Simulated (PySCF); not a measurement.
# WCl₂: relaxation and vibrations of the triplet

Where does triplet WCl₂ go from a linear start, is the end point a minimum, and what are its modes, charges and moments?

The runs use PySCF 2.14.0; PBE0, basis W def2-TZVP with ECP60, Cl def2-TZVP, scalar-relativistic core potentials, no spin–orbit coupling, density fitting.

**1. Starting geometry**

3 atoms, charge 0, spin multiplicity 3.

Bond lengths: W1–Cl2 2.360 Å, W1–Cl3 2.360 Å. Angles: Cl2–W1–Cl3 180.0°.

Coordinates in bohr (charge 0 multiplicity 3):
```
W     0.0000    0.0000    0.0000
Cl    0.0000    0.0000    4.4598
Cl    0.0000    0.0000   -4.4598
```

**2. First SCF at the start**

One driver script runs all steps and calls PySCF; scf.py shows how it sets up the SCF of each step. The optimiser is the driver's own. After this first run the driver tries any further starts and a stability analysis.

The input, scf.py:

```python
from pyscf import gto, scf, dft
mol = gto.M(atom='''
W      0.000000     0.000000     0.000000
Cl     0.000000     0.000000     2.360000
Cl     0.000000     0.000000    -2.360000''',
    basis={'W': 'def2-TZVP', 'Cl': 'def2-TZVP'},
    ecp={'W': 'def2-TZVP'},
    charge=0, spin=2)
mf = dft.UKS(mol, xc='PBE0')
mf.grids.atom_grid = (50, 194)
aux = {'W': 'def2-universal-JKFIT', 'Cl': 'def2-universal-JKFIT'}
mf = mf.density_fit(auxbasis=aux)
mf.conv_tol = 1e-08
mf.diis_space = 10
mf.max_cycle = 60
mf.init_guess = 'minao'
mf.verbose = 4
mf.kernel()
```

On the command line:

```bash
OMP_NUM_THREADS=4 python axn.py task.json out
```

The log of the run:

```text
init E= -968.414637208673
[... the frontier-level lines of each cycle are left out ...]
cycle= 1 E= -987.109274220787  delta_E= -18.7  |g|= 0.43  |ddm|= 4.87
cycle= 2 E= -986.427031013056  delta_E= 0.682  |g|= 1.22  |ddm|=  1.3
cycle= 3 E= -987.197640271509  delta_E= -0.771  |g|= 0.095  |ddm|= 0.983
cycle= 4 E= -987.201892899436  delta_E= -0.00425  |g|= 0.0462  |ddm|= 0.138
cycle= 5 E= -987.203137130679  delta_E= -0.00124  |g|= 0.00337  |ddm|= 0.0377
cycle= 6 E= -987.203153944319  delta_E= -1.68e-05  |g|= 0.00128  |ddm|= 0.00788
cycle= 7 E= -987.203157034709  delta_E= -3.09e-06  |g|= 0.000532  |ddm|= 0.00324
cycle= 8 E= -987.203157663738  delta_E= -6.29e-07  |g|= 0.000267  |ddm|= 0.00171
cycle= 9 E= -987.203157732988  delta_E= -6.93e-08  |g|= 3.68e-05  |ddm|= 0.000517
cycle= 10 E= -987.203157734434  delta_E= -1.45e-09  |g|= 6.95e-06  |ddm|= 8.97e-05
Extra cycle  E= -987.203157734386  delta_E= 4.87e-11  |g|= 1.36e-05  |ddm|= 2.49e-05
converged SCF energy = -987.203157734386  <S^2> = 2.020421  2S+1 = 3.0135832
```

This step, with its further starts and checks, took 11 s on 4 threads of Arm Neoverse V1, shared host.

Energies from each starting density:

```
                      start  energy (Eh)
    the minimal-basis guess  -987.203158
a thermally smeared density  -987.203158
      a smeared PBE density  -987.203158
```

No lower solution of this spin turned up from the other starts or in the test of internal stability.

**3. Relaxing the triplet from the linear start**

The program finds D∞h symmetry in the start, which this walk keeps. The walk stops when the largest gradient is under 0.0003 Eh/bohr and the energy has settled too.

scf.py, as its differences from that of step 2:

```diff
@@ -16 +15,0 @@
-mf.init_guess = 'minao'
```

Energy and gradient, step by step:

```
step  energy (Eh)  change (kJ/mol)  largest symmetric gradient (Eh/bohr)
   0  -987.203158             0.00                               0.04750
   1  -987.217238           -36.97                               0.01599
   2  -987.218277           -39.70                               0.00709
   3  -987.218483           -40.24                               0.00062
   4  -987.218484           -40.24                               0.00002
```

The walk took 9.9 s.

End point (D∞h, 4 steps, 40.2 kJ/mol gained): W–Cl 2.208 Å (×2); Cl–W–Cl 180.0°.

**4. Vibrations and properties at this point**

On the finer grid the gradient is checked again; gradients at displacements of ±0.02 bohr then give force constants and infrared intensities.

scf.py, as its differences from that of step 3:

```diff
@@ -4,2 +4,2 @@
-Cl     0.000000     0.000000     2.360000
-Cl     0.000000     0.000000    -2.360000''',
+Cl    -0.000000     0.000000     2.207867
+Cl     0.000000     0.000000    -2.207867''',
@@ -10 +10 @@
-mf.grids.atom_grid = (50, 194)
+mf.grids.atom_grid = (75, 302)
@@ -13 +13 @@
-mf.conv_tol = 1e-08
+mf.conv_tol = 1e-10
```

This SCF starts from the last density.

Log of the central SCF (cycles and frontier levels):

```text
init E= -987.218492017437
[... the frontier-level lines of each cycle are left out ...]
cycle= 1 E= -987.218492017435  delta_E= 1.82e-12  |g|= 2.25e-06  |ddm|= 3.57e-06
Extra cycle  E= -987.218492017425  delta_E= 9.78e-12  |g|= 4.7e-06  |ddm|= 7.36e-06
converged SCF energy = -987.218492017425  <S^2> = 2.0183387  2S+1 = 3.012201
```

The whole step took 21 s.

Geometry: D∞h; W–Cl 2.208 Å (×2); Cl–W–Cl 180.0°.

Harmonic modes (main isotopes):

| symmetry | ω (cm⁻¹) | IR (km/mol) | type |
| --- | --- | --- | --- |
| πu | 35 | 0.2 | bend |
| σg+ | 419 | 0.0 | stretch |
| σu+ | 428 | 127 | stretch |

All wavenumbers are real: a minimum.

Properties at this point:

| Quantity | Value |
| --- | --- |
| Dipole moment | 0.00 D |
| Highest occupied level | -5.82 eV |
| Lowest empty level | -3.66 eV |
| Rotational constants | 0.04945 cm⁻¹ |
| Zero-point energy | 5.5 kJ/mol |
| Principal polarisabilities | 61.4, 61.4, 95.0 bohr³ |
| Atomisation energy without zero-point energy | 824 kJ/mol |
| Principal traceless quadrupole moments about the centre of mass | -0.38, -0.38, 0.76 D Å |
| Entropy at 298.15 K and 1 bar (electronic part: spin only) | 312.3 J/(mol K) |
| Heat capacity Cp at 298.15 K | 57.6 J/(mol K) |
| Enthalpy at 298.15 K above 0 K | 14.73 kJ/mol |
| Rotational symmetry number | 2 |
| Spin squared ⟨S²⟩ | 2.018 |

Populations by atom (charges in e):

```
 atom  Mulliken  Löwdin  polar tensor  spin (Mulliken)  Mayer order to W1
   W1      0.54   -0.23          0.90             2.15                  –
Cl2,3     -0.27    0.11         -0.45            -0.08               1.29
```

Outer orbital energies (eV). α occupied: -11.01, -11.01, -10.60, -10.25, -10.25, -7.25, -7.21, -7.21; empty: -3.66, -3.66, -0.23, -0.23. β occupied: -23.31, -12.87, -10.92, -10.92, -10.63, -10.36, -10.36, -5.82; empty: -2.78, -2.78, -2.55, -2.55.

Mulliken populations on W1 (outside its core potential): s 3.29, p 6.23, d 3.88, f 0.05.

**5. Outcome**

| quantity | value |
| --- | --- |
| minimum | triplet, D∞h |
| geometry | W–Cl 2.208 Å (×2); Cl–W–Cl 180.0° |
| wavenumbers (cm⁻¹) | 35 (πu), 419 (σg+), 428 (σu+) |
| dipole moment | 0.00 D |
| highest occupied, lowest empty level (either spin) | -5.82, -3.66 eV |
| polar-tensor charge of W1 | +0.90 e |
| zero-point energy | 5.5 kJ/mol |
| entropy at 298.15 K | 312.3 J/(mol K) |
| atomisation energy (no zero-point energy) | 824 kJ/mol |
| ⟨S²⟩ | 2.018 |

**Reading.** The molecule stays D∞h, as typed, and the end point is a minimum. The strongest infrared band lies at 428 cm⁻¹ (σu+, stretch). The dipole vanishes although W1 carries +0.9 e by the polar tensor: the bond dipoles cancel. Most of the spin sits on W1 (Mulliken spin 2.15, against 2 for the whole molecule). Only this shape and spin were tried, so other structures or states may lie lower. Open d and f shells are described by one determinant, and the ground state may have another occupation or spin. Spin–orbit coupling, left out here, can matter for elements this heavy.

The search up to here took 42 s.
